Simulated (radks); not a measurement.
# Rh⁴⁺ in [Kr] 4d5: an all-electron calculation

The task here is to estimate one member of a computed series from the others.

Method: Dirac Kohn-Sham, XLYP, spin-unpolarised, spherical densities, finite nucleus; open shells fill j = l - 1/2 first. Code: radks (a radial shooting solver on a logarithmic mesh, Libxc functionals) version 1.

## Starting point

```
element            : rhodium (Z = 45)
charge             : +4
electrons          : 41
configuration      : [Kr] 4d5
nuclear rms radius : 4.4945 fm
```

Set-up of the first run:

Settings of this run:

```text
Z 45
configuration [Kr] 4d5
relativity Dirac
functional xlyp
spin unpolarised
j_filling energy
nucleus finite rms 4.4945 fm
c 137.035999084
```

Run with:

```console
> python run_ks.py task.json out
```

This one command runs every case of the session in turn.

One of the session's tables, all rows but one given; the rest of the session is left out.

It belongs to the step «Shells». From the orbitals of this run (lengths in bohr):

```
level      <r>  outermost maximum (interpolated)  90 % within  nodes
1s1/2  0.03262                            0.0212       0.0585      0
2s1/2   0.1416                             0.120        0.219      1
2p1/2   0.1203                            0.0929        0.197      0
2p3/2   0.1252                            0.0970        0.203      0
3s1/2   0.3904                             0.352        0.576      2
3p1/2   0.3830                             0.338        0.578      1
3p3/2   0.3937                             0.348        0.593      1
3d3/2   0.3681                             0.290        0.585      0
3d5/2   0.3716                             0.292        0.590      0
4s1/2   0.9658                             0.877         1.40      3
4p1/2    1.033                             0.920         1.52      2
4p3/2    1.061                             0.943         1.56      2
4d3/2    1.307                              1.08         2.00      1
4d5/2        ?                                 ?            ?      ?
```

Q: Estimate the row for 4d5/2 from the others.

The run gave: <r>: 1.318; outermost maximum (interpolated): 1.09; 90 % within: 2.02; nodes: 1. In the column «<r>» it is the highest.

Caveats from the session: Spin polarisation and multiplet splitting are left out.
